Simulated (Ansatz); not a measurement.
# CH₄Sn + NH₃: a complex and its separated parts

The complex below is one end of an elementary step. How strongly is it bound against its free parts?

The runs use Ansatz 0.2.0, Gaussian basis; PBE0-D4/def2-TZVP structures, single points in def2-TZVPP, no counterpoise correction.

Levels: SPW92, PBE-D4, BLYP-D4, r2SCAN-D4, B97M-V, PBE0-D4, B3LYP-D4, r2SCAN0-D4, BHLYP-D4, CAM-B3LYP-D4, wB97X-V, wB97M-V, B2PLYP, PBE-QIDH, RPA on PBE, Hartree-Fock, MP2, CCSD, CCSD(T).

Cores are frozen in the correlated methods. Filled d shells of the heavier atoms are correlated. Core potentials replace the inner electrons past krypton, and spin-orbit coupling is left out. B3LYP uses VWN-RPA correlation. B2PLYP carries no dispersion term here.

50 further runs of the same task are left out: 50 set aside as unsound or not needed.

## Step 1: The system as given

The complex: 10 atoms, charge 0, spin multiplicity 1.

Atoms are counted from 1 here; the program's logs count them from 0.

Bond lengths: Sn1–N2 2.491 Å, Sn1–C3 1.976 Å, Sn1–H5 1.710 Å, Sn1–H6 1.710 Å, N2–H4 1.017 Å, N2–H7 1.014 Å, N2–H8 1.014 Å, C3–H9 1.084 Å, C3–H10 1.084 Å. Angles: N2–Sn1–C3 96.1°, N2–Sn1–H5 88.3°, N2–Sn1–H6 88.2°, C3–Sn1–H5 124.6°, C3–Sn1–H6 124.6°, H5–Sn1–H6 110.6°, Sn1–N2–H4 95.6°, Sn1–N2–H7 116.9°, Sn1–N2–H8 116.9°, H4–N2–H7 108.9°, H4–N2–H8 108.9°, H7–N2–H8 108.6°, Sn1–C3–H9 118.1°, Sn1–C3–H10 118.1°, H9–C3–H10 116.0°.

Geometry (Å):

| atom | x (Å) | y (Å) | z (Å) |
| --- | --- | --- | --- |
| Sn1 | -0.94129 | 0.23933 | 0.53741 |
| N2 | 1.32441 | 0.83363 | -0.31079 |
| C3 | -0.94996 | -1.60930 | -0.16176 |
| H4 | 1.50873 | -0.06938 | -0.74114 |
| H5 | -1.55435 | 1.59766 | -0.30127 |
| H6 | -0.41440 | 0.68435 | 2.10228 |
| H7 | 2.04043 | 1.01816 | 0.38336 |
| H8 | 1.37338 | 1.55278 | -1.02424 |
| H9 | -0.82079 | -2.42239 | 0.54361 |
| H10 | -1.56606 | -1.82476 | -1.02747 |

Its parts: CH₄Sn holds atoms 1, 3, 5, 6, 9, 10; NH₃ holds atoms 2, 4, 7, 8. Each part counts its atoms afresh in its own runs.

## Step 2: Relaxing CH₄Sn alone

The input, relax-a/in.yaml:

```yaml
crystal:
  periodic: [false, false, false]
  atoms:
    - {symbol: Sn, position_ang: [-0.941293, 0.239333, 0.537407]}
    - {symbol: C, position_ang: [-0.949961, -1.609296, -0.161761]}
    - {symbol: H, position_ang: [-1.554355, 1.597664, -0.301265]}
    - {symbol: H, position_ang: [-0.414395, 0.684352, 2.102281]}
    - {symbol: H, position_ang: [-0.820786, -2.422387, 0.543606]}
    - {symbol: H, position_ang: [-1.566061, -1.824763, -1.027467]}
basis:
  gaussian: {orbitals: def2-TZVP}
hamiltonian: {xc: pbe0, dispersion: d4}
relax: {f_tol: 0.005, max_steps: 200}
```

Run with:

```console
> ansatz run in.yaml --threads 4 --pin off --events-out ev --progress --plain --max-ram 9574MiB
```

The program printed, shortened:

```text
Functional definition: PBE0
  name "PBE0"
  cite "Adamo & Barone, J. Chem. Phys. 110, 6158 (1999) doi:10.1063/1.478522"
  cite "Perdew, Burke & Ernzerhof, Phys. Rev. Lett. 77, 3865 (1996) doi:10.1103/PhysRevLett.77.3865"
  parent pbe
[...]
817 factors; their error is unknown
[...]
mean field -6930.28277295 eV, -254.6831943915 hartree, gradient 2.5e-5 eV, S^2 0.000000; 0 other end points of the search recorded, 0 dependent functions left out
[...]
reference -6930.28280541 eV, -254.6831955843 hartree; 16, 16 occupied and 89, 89 virtual orbitals, 817 factors
[...]
reference -6930.39312368 eV, -254.6872497059 hartree; 16, 16 occupied and 89, 89 virtual orbitals, 817 factors
Total energy: -6930.46745317 eV, -254.6899812644 hartree
Atom 0 at    -0.999172     0.244510     0.567158 Å, force    -0.001118    -0.000179    -0.002943 eV/Å
Atom 1 at    -1.095179    -1.588577    -0.085227 Å, force     0.000552     0.000226     0.003485 eV/Å
Atom 2 at    -1.526736     1.580178    -0.331791 Å, force     0.000261     0.000266     0.000519 eV/Å
Atom 3 at    -0.379147     0.661380     2.087750 Å, force    -0.000287    -0.001560    -0.000995 eV/Å
Atom 4 at    -0.748308    -2.416924     0.518123 Å, force     0.000479    -0.000723    -0.000065 eV/Å
Atom 5 at    -1.498308    -1.815664    -1.063213 Å, force     0.000114     0.001969    -0.000001 eV/Å
Dipole moment:     0.010015     0.191422     0.068668 e Å
```

It took 26 s on 4 threads of Intel Xeon at 2.50GHz, shared host; peak memory 0.43 GiB.

Relaxation path:

| step | energy from step 1 (eV) | largest force component (eV/Å) |
| --- | --- | --- |
| 1 | 0.0000 | 0.5793 |
| 2 | -0.0272 | 1.5268 |
| 3 | -0.1053 | 0.3581 |
| 4 | -0.1098 | 0.0451 |
| 5 | -0.1106 | 0.0329 |
| 6 | -0.1106 | 0.0035 |

Distances of close pairs at the start and the end, largest changes first:

| bond | before (Å) | after (Å) | change (Å) |
| --- | --- | --- | --- |
| Sn1–C2 | 1.976 | 1.948 | -0.028 |
| Sn1–H4 | 1.710 | 1.694 | -0.016 |
| Sn1–H3 | 1.710 | 1.694 | -0.016 |
| C2–H6 | 1.084 | 1.082 | -0.002 |
| C2–H5 | 1.084 | 1.082 | -0.002 |

## Step 3: Relaxing NH₃ alone

The input, relax-b/in.yaml:

```yaml
crystal:
  periodic: [false, false, false]
  atoms:
    - {symbol: N, position_ang: [1.324409, 0.833630, -0.310789]}
    - {symbol: H, position_ang: [1.508730, -0.069378, -0.741137]}
    - {symbol: H, position_ang: [2.040433, 1.018163, 0.383362]}
    - {symbol: H, position_ang: [1.373378, 1.552783, -1.024237]}
basis:
  gaussian: {orbitals: def2-TZVP}
hamiltonian: {xc: pbe0, dispersion: d4}
relax: {f_tol: 0.005, max_steps: 200}
```

Run with:

```console
> ansatz run in.yaml --threads 4 --pin off --events-out ev --progress --plain --max-ram 9574MiB
```

The program printed, shortened:

```text
[... 5 set-up lines as earlier in the session ...]
[...]
287 factors; their error is unknown
[...]
mean field -1537.79388278 eV, -56.5128828381 hartree, gradient 5.3e-5 eV, S^2 0.000000; 0 other end points of the search recorded, 0 dependent functions left out
[...]
Total energy: -1537.80844331 eV, -56.5134179277 hartree
Atom 0 at     1.307123     0.833597    -0.302616 Å, force     0.000304     0.001986     0.000608 eV/Å
Atom 1 at     1.516516    -0.055508    -0.739547 Å, force     0.000470    -0.000209    -0.000301 eV/Å
Atom 2 at     2.041524     1.014170     0.370757 Å, force    -0.001317    -0.000143    -0.002116 eV/Å
Atom 3 at     1.381787     1.542938    -1.021395 Å, force     0.000543    -0.001634     0.001809 eV/Å
Dipole moment:     0.318601     0.000245    -0.150891 e Å
```

Run time: 5.5 s. Hardware: 4 threads of Intel Xeon at 2.50GHz, shared host; peak memory 0.43 GiB.

The steps of the relaxation:

| step | energy from step 1 (eV) | largest force component (eV/Å) |
| --- | --- | --- |
| 1 | 0.0000 | 0.3013 |
| 2 | -0.0044 | 0.1128 |
| 3 | -0.0050 | 0.1130 |
| 4 | -0.0054 | 0.0021 |

Close pairs (by a distance rule), those that changed most:

| bond | before (Å) | after (Å) | change (Å) |
| --- | --- | --- | --- |
| N1–H2 | 1.017 | 1.013 | -0.005 |
| N1–H3 | 1.014 | 1.013 | -0.002 |
| N1–H4 | 1.014 | 1.013 | -0.002 |

## Step 4: SPW92/def2-TZVPP

The input, parta/in.yaml:

```yaml
crystal:
  periodic: [false, false, false]
  atoms:
    - {symbol: Sn, position_ang: [-0.999172, 0.244510, 0.567158]}
    - {symbol: C, position_ang: [-1.095179, -1.588577, -0.085227]}
    - {symbol: H, position_ang: [-1.526736, 1.580178, -0.331791]}
    - {symbol: H, position_ang: [-0.379147, 0.661380, 2.087750]}
    - {symbol: H, position_ang: [-0.748308, -2.416924, 0.518123]}
    - {symbol: H, position_ang: [-1.498308, -1.815664, -1.063213]}
basis:
  gaussian: {orbitals: def2-TZVPP}
hamiltonian: {xc: lda}
```

The input, partb/in.yaml:

```yaml
crystal:
  periodic: [false, false, false]
  atoms:
    - {symbol: N, position_ang: [1.307123, 0.833597, -0.302616]}
    - {symbol: H, position_ang: [1.516516, -0.055508, -0.739547]}
    - {symbol: H, position_ang: [2.041524, 1.014170, 0.370757]}
    - {symbol: H, position_ang: [1.381787, 1.542938, -1.021395]}
basis:
  gaussian: {orbitals: def2-TZVPP}
hamiltonian: {xc: lda}
```

Each run has its own folder and the same command.

Run with:

```console
> ansatz run in.yaml --threads 4 --pin off --events-out ev --progress --plain --max-ram 9574MiB
```

Output in parta, shortened:

```text
Functional definition: SPW92
  name "SPW92"
  cite "Dirac, Proc. Camb. Phil. Soc. 26, 376 (1930) doi:10.1017/S0305004100016108"
  cite "Slater, Phys. Rev. 81, 385 (1951) doi:10.1103/PhysRev.81.385"
  cite "Perdew & Wang, Phys. Rev. B 45, 13244 (1992) doi:10.1103/PhysRevB.45.13244"
[...]
804 factors; their error is unknown
[...]
mean field -6911.77309169 eV, -254.0029761515 hartree, gradient 8.2e-5 eV, S^2 0.000000; 0 other end points of the search recorded, 0 dependent functions left out
reference -6911.77313244 eV, -254.0029776492 hartree; 16, 16 occupied and 121, 121 virtual orbitals, 804 factors
Total energy: -6911.77313244 eV, -254.0029776492 hartree
```

Log of partb, shortened:

```text
[... 5 set-up lines as earlier in the session ...]
[...]
332 factors; their error is unknown
[...]
mean field -1526.58942414 eV, -56.1011265778 hartree, gradient 8.6e-5 eV, S^2 0.000000; 0 other end points of the search recorded, 0 dependent functions left out
reference -1526.58944354 eV, -56.1011272908 hartree; 5, 5 occupied and 68, 68 virtual orbitals, 332 factors
Total energy: -1526.58944354 eV, -56.1011272908 hartree
```

They took 2.2 s (parta), 0.57 s (partb) on 4 threads of Intel Xeon at 2.50GHz, shared host; peak memory 0.43 GiB.

## Step 5: PBE-D4/def2-TZVPP

Each input of step 4 (parta, partb) changes in the same lines:

```diff
-hamiltonian: {xc: lda}
+hamiltonian: {xc: pbe, dispersion: d4}
```

One command serves all of them, each in its own folder.

Run with:

```console
> ansatz run in.yaml --threads 4 --pin off --events-out ev --progress --plain --max-ram 9574MiB
```

parta printed, shortened:

```text
Functional definition: PBE
  name "PBE"
[... 2 set-up lines as earlier in the session ...]
[...]
804 factors; their error is unknown
[...]
mean field -6930.06157587 eV, -254.6750655489 hartree, gradient 8.2e-5 eV, S^2 0.000000; 0 other end points of the search recorded, 0 dependent functions left out
reference -6930.06161941 eV, -254.6750671489 hartree; 16, 16 occupied and 121, 121 virtual orbitals, 804 factors
Total energy: -6930.15059796 eV, -254.6783370502 hartree
```

partb printed, shortened:

```text
[... 4 set-up lines as earlier in the session ...]
[...]
332 factors; their error is unknown
[...]
mean field -1537.73153806 eV, -56.5105917119 hartree, gradient 5.9e-5 eV, S^2 0.000000; 0 other end points of the search recorded, 0 dependent functions left out
reference -1537.73155841 eV, -56.5105924597 hartree; 5, 5 occupied and 68, 68 virtual orbitals, 332 factors
Total energy: -1537.74293633 eV, -56.5110105904 hartree
```

Times: 2.9 s (parta), 0.61 s (partb) on 4 threads of Intel Xeon at 2.50GHz, shared host; peak memory 0.43 GiB.

## Step 6: BLYP-D4/def2-TZVPP

The same edit goes into each in.yaml of step 5 (parta, partb):

```diff
-hamiltonian: {xc: pbe, dispersion: d4}
+hamiltonian: {xc: {name: BLYP}, dispersion: d4}
```

The same command starts each run, in its folder.

Run with:

```console
> ansatz run in.yaml --threads 4 --pin off --events-out ev --progress --plain --max-ram 9574MiB
```

Log of parta, shortened:

```text
Functional definition: BLYP
  name "BLYP"
  cite "Becke, Phys. Rev. A 38, 3098 (1988) doi:10.1103/PhysRevA.38.3098"
  cite "Lee, Yang & Parr, Phys. Rev. B 37, 785 (1988) doi:10.1103/PhysRevB.37.785"
[...]
804 factors; their error is unknown
[...]
mean field -6929.70733326 eV, -254.6620473728 hartree, gradient 5.5e-5 eV, S^2 0.000000; 0 other end points of the search recorded, 0 dependent functions left out
reference -6929.70765959 eV, -254.6620593655 hartree; 16, 16 occupied and 121, 121 virtual orbitals, 804 factors
Total energy: -6929.90422213 eV, -254.6692829055 hartree
```

partb printed, shortened:

```text
[... 4 set-up lines as earlier in the session ...]
[...]
332 factors; their error is unknown
[...]
mean field -1539.10793466 eV, -56.5611733539 hartree, gradient 5.5e-5 eV, S^2 0.000000; 0 other end points of the search recorded, 0 dependent functions left out
reference -1539.10812024 eV, -56.5611801739 hartree; 5, 5 occupied and 68, 68 virtual orbitals, 332 factors
Total energy: -1539.13556950 eV, -56.5621889154 hartree
```

They took 3.2 s (parta), 0.61 s (partb) on 4 threads of Intel Xeon at 2.50GHz, shared host; peak memory 0.43 GiB.

## Step 7: r2SCAN-D4/def2-TZVPP

The same edit goes into each in.yaml of step 6 (parta, partb):

```diff
-hamiltonian: {xc: {name: BLYP}, dispersion: d4}
+hamiltonian: {xc: r2scan, dispersion: d4}
```

Each run has its own folder and the same command.

Run with:

```console
> ansatz run in.yaml --threads 4 --pin off --events-out ev --progress --plain --max-ram 9574MiB
```

Log of parta, shortened:

```text
Functional definition: r2SCAN
  name "r2SCAN"
  cite "Furness, Kaplan, Ning, Perdew & Sun, J. Phys. Chem. Lett. 11, 8208 (2020) doi:10.1021/acs.jpclett.0c02405"
  cite "Furness, Kaplan, Ning, Perdew & Sun, J. Phys. Chem. Lett. 11, 9248 (2020) doi:10.1021/acs.jpclett.0c03077"
  parent r2scan
[...]
804 factors; their error is unknown
[...]
mean field -6933.19250412 eV, -254.7901250397 hartree, gradient 1.8e-5 eV, S^2 0.000000; 0 other end points of the search recorded, 0 dependent functions left out
reference -6933.19251811 eV, -254.7901255539 hartree; 16, 16 occupied and 121, 121 virtual orbitals, 804 factors
Total energy: -6933.21203425 eV, -254.7908427590 hartree
```

partb printed, shortened:

```text
[... 5 set-up lines as earlier in the session ...]
[...]
332 factors; their error is unknown
[...]
mean field -1538.76468527 eV, -56.5485591716 hartree, gradient 3.0e-5 eV, S^2 0.000000; 0 other end points of the search recorded, 0 dependent functions left out
reference -1538.76469173 eV, -56.5485594089 hartree; 5, 5 occupied and 68, 68 virtual orbitals, 332 factors
Total energy: -1538.76740468 eV, -56.5486591079 hartree
```

Wall times: 3.6 s (parta), 1.1 s (partb) on 4 threads of Intel Xeon at 2.50GHz, shared host; peak memory 0.43 GiB.

## Step 8: B97M-V/def2-TZVPP

Each input of step 7 (parta, partb) changes in the same lines:

```diff
-hamiltonian: {xc: r2scan, dispersion: d4}
+hamiltonian: {xc: {name: B97M-V}}
```

One command serves all of them, each in its own folder.

Run with:

```console
> ansatz run in.yaml --threads 4 --pin off --events-out ev --progress --plain --max-ram 9574MiB
```

Log of parta, shortened:

```text
Functional definition: B97M-V
  name "B97M-V"
  cite "Mardirossian & Head-Gordon, J. Chem. Phys. 142, 074111 (2015) doi:10.1063/1.4907719"
  cite "Becke, J. Chem. Phys. 107, 8554 (1997) doi:10.1063/1.475007"
  cite "Vydrov & Van Voorhis, J. Chem. Phys. 133, 244103 (2010) doi:10.1063/1.3521275"
  # Of w^i u^j: cxij and so on, Table III.
[...]
  gx(w, u) = cx00 + cx01*u + cx02*u^2 + (cx10 + cx11*u)*w
[...]
  gos(w, u) = cos00 + cos01*u + cos03*u^3 + cos10*w + cos32*w^3*u^2
[...]
      + integral(e_c_pw_mod_opposite_spin*gos(b97_w_opposite, b97_u_opposite)) + vv10(b, c)
804 factors; their error is unknown
[...]
mean field -6931.85540533 eV, -254.7409875656 hartree, gradient 6.0e-5 eV, S^2 0.000000; 0 other end points of the search recorded, 0 dependent functions left out
reference -6931.85547046 eV, -254.7409899589 hartree; 16, 16 occupied and 121, 121 virtual orbitals, 804 factors
Total energy: -6931.85547046 eV, -254.7409899589 hartree
```

Log of partb, shortened:

```text
[... 5 set-up lines as earlier in the session ...]
  # Of w^i u^j: cxij and so on, Table III.
[...]
  gx(w, u) = cx00 + cx01*u + cx02*u^2 + (cx10 + cx11*u)*w
[...]
  gos(w, u) = cos00 + cos01*u + cos03*u^3 + cos10*w + cos32*w^3*u^2
[...]
      + integral(e_c_pw_mod_opposite_spin*gos(b97_w_opposite, b97_u_opposite)) + vv10(b, c)
332 factors; their error is unknown
[...]
mean field -1539.38738313 eV, -56.5714428956 hartree, gradient 4.5e-5 eV, S^2 0.000000; 0 other end points of the search recorded, 0 dependent functions left out
reference -1539.38741595 eV, -56.5714441018 hartree; 5, 5 occupied and 68, 68 virtual orbitals, 332 factors
Total energy: -1539.38741595 eV, -56.5714441018 hartree
```

Wall times: 4.8 s (parta), 1.5 s (partb) on 4 threads of Intel Xeon at 2.50GHz, shared host; peak memory 0.43 GiB.

## Step 9: PBE0-D4/def2-TZVPP

Each input of step 8 (parta, partb) changes in the same lines:

```diff
-hamiltonian: {xc: {name: B97M-V}}
+hamiltonian: {xc: pbe0, dispersion: d4}
+output: {orbitals: {seedname: orbitals}}
```

The same command starts each run, in its folder.

Run with:

```console
> ansatz run in.yaml --threads 4 --pin off --events-out ev --progress --plain --max-ram 9574MiB
```

Log of parta, shortened:

```text
[... 5 set-up lines as earlier in the session ...]
[...]
877 factors; their error is unknown
[...]
mean field -6930.42431039 eV, -254.6883957966 hartree, gradient 4.8e-5 eV, S^2 0.000000; 0 other end points of the search recorded, 0 dependent functions left out
reference -6930.42434254 eV, -254.6883969779 hartree; 16, 16 occupied and 121, 121 virtual orbitals, 877 factors
Total energy: -6930.49867203 eV, -254.6911285364 hartree
```

Log of partb, shortened:

```text
[... 5 set-up lines as earlier in the session ...]
[...]
332 factors; their error is unknown
[...]
mean field -1537.87183138 eV, -56.5157473962 hartree, gradient 7.9e-6 eV, S^2 0.000000; 0 other end points of the search recorded, 0 dependent functions left out
reference -1537.87184729 eV, -56.5157479810 hartree; 5, 5 occupied and 68, 68 virtual orbitals, 332 factors
Total energy: -1537.88096304 eV, -56.5160829785 hartree
```

They took 3.8 s (parta), 0.86 s (partb) on 4 threads of Intel Xeon at 2.50GHz, shared host; peak memory 0.43 GiB.

## Step 10: B3LYP-D4/def2-TZVPP

Each input of step 9 (parta, partb) changes in the same lines:

```diff
-hamiltonian: {xc: pbe0, dispersion: d4}
-output: {orbitals: {seedname: orbitals}}
+hamiltonian: {xc: {name: B3LYP}, dispersion: d4}
```

Each run has its own folder and the same command.

Run with:

```console
> ansatz run in.yaml --threads 4 --pin off --events-out ev --progress --plain --max-ram 9574MiB
```

Log of parta, shortened:

```text
Functional definition: B3LYP
  name "B3LYP"
  cite "Stephens, Devlin, Chabalowski & Frisch, J. Phys. Chem. 98, 11623 (1994) doi:10.1021/j100096a001"
[... 2 set-up lines as earlier in the session ...]
  cite "Vosko, Wilk & Nusair, Can. J. Phys. 58, 1200 (1980) doi:10.1139/p80-159"
[...]
848 factors; their error is unknown
[...]
mean field -6933.93474577 eV, -254.8174019174 hartree, gradient 3.3e-5 eV, S^2 0.000000; 0 other end points of the search recorded, 0 dependent functions left out
reference -6933.93498803 eV, -254.8174108200 hartree; 16, 16 occupied and 121, 121 virtual orbitals, 848 factors
Total energy: -6934.08094405 eV, -254.8227746051 hartree
```

Output in partb, shortened:

```text
[... 6 set-up lines as earlier in the session ...]
[...]
332 factors; their error is unknown
[...]
mean field -1539.85469775 eV, -56.5886163914 hartree, gradient 1.8e-5 eV, S^2 0.000000; 0 other end points of the search recorded, 0 dependent functions left out
reference -1539.85483737 eV, -56.5886215224 hartree; 5, 5 occupied and 68, 68 virtual orbitals, 332 factors
Total energy: -1539.87289816 eV, -56.5892852441 hartree
```

They took 3.7 s (parta), 0.93 s (partb) on 4 threads of Intel Xeon at 2.50GHz, shared host; peak memory 0.43 GiB.

## Step 11: r2SCAN0-D4/def2-TZVPP

The same edit goes into each in.yaml of step 10 (parta, partb):

```diff
-hamiltonian: {xc: {name: B3LYP}, dispersion: d4}
+hamiltonian: {xc: {name: r2SCAN0}, dispersion: d4}
```

One command serves all of them, each in its own folder.

Run with:

```console
> ansatz run in.yaml --threads 4 --pin off --events-out ev --progress --plain --max-ram 9574MiB
```

Log of parta, shortened:

```text
Functional definition: r2SCAN0
  name "r2SCAN0"
  cite "Bursch, Neugebauer, Ehlert & Grimme, J. Chem. Phys. 156, 134105 (2022) doi:10.1063/5.0086040"
[... 3 set-up lines as earlier in the session ...]
[...]
877 factors; their error is unknown
[...]
mean field -6932.23718688 eV, -254.7550177786 hartree, gradient 1.7e-5 eV, S^2 0.000000; 0 other end points of the search recorded, 0 dependent functions left out
reference -6932.23719805 eV, -254.7550181892 hartree; 16, 16 occupied and 121, 121 virtual orbitals, 877 factors
Total energy: -6932.26077667 eV, -254.7558846874 hartree
```

partb printed, shortened:

```text
[... 6 set-up lines as earlier in the session ...]
[...]
332 factors; their error is unknown
[...]
mean field -1538.56921901 eV, -56.5413759188 hartree, gradient 4.0e-5 eV, S^2 0.000000; 0 other end points of the search recorded, 0 dependent functions left out
reference -1538.56922409 eV, -56.5413761057 hartree; 5, 5 occupied and 68, 68 virtual orbitals, 332 factors
Total energy: -1538.57222540 eV, -56.5414864019 hartree
```

They took 5.5 s (parta), 1.6 s (partb) on 4 threads of Intel Xeon at 2.50GHz, shared host; peak memory 0.43 GiB.

## Step 12: BHLYP-D4/def2-TZVPP

Each input of step 11 (parta, partb) changes in the same lines:

```diff
-hamiltonian: {xc: {name: r2SCAN0}, dispersion: d4}
+hamiltonian: {xc: {name: BHLYP}, dispersion: d4}
```

Each run has its own folder and the same command.

Run with:

```console
> ansatz run in.yaml --threads 4 --pin off --events-out ev --progress --plain --max-ram 9574MiB
```

Log of parta, shortened:

```text
Functional definition: BHLYP
  name "BHLYP"
  cite "Becke, J. Chem. Phys. 98, 1372 (1993) doi:10.1063/1.464304"
[... 2 set-up lines as earlier in the session ...]
[...]
941 factors; their error is unknown
[...]
mean field -6928.93887818 eV, -254.6338071697 hartree, gradient 7.8e-5 eV, S^2 0.000000; 0 other end points of the search recorded, 0 dependent functions left out
reference -6928.93904021 eV, -254.6338131242 hartree; 16, 16 occupied and 121, 121 virtual orbitals, 941 factors
Total energy: -6929.05998536 eV, -254.6382577765 hartree
```

Log of partb, shortened:

```text
[... 5 set-up lines as earlier in the session ...]
[...]
346 factors; their error is unknown
[...]
mean field -1538.73560347 eV, -56.5474904351 hartree, gradient 7.6e-5 eV, S^2 0.000000; 0 other end points of the search recorded, 0 dependent functions left out
reference -1538.73570012 eV, -56.5474939870 hartree; 5, 5 occupied and 68, 68 virtual orbitals, 346 factors
Total energy: -1538.74640025 eV, -56.5478872096 hartree
```

They took 3.8 s (parta), 1 s (partb) on 4 threads of Intel Xeon at 2.50GHz, shared host; peak memory 0.43 GiB.

[end of part 1 of 2]
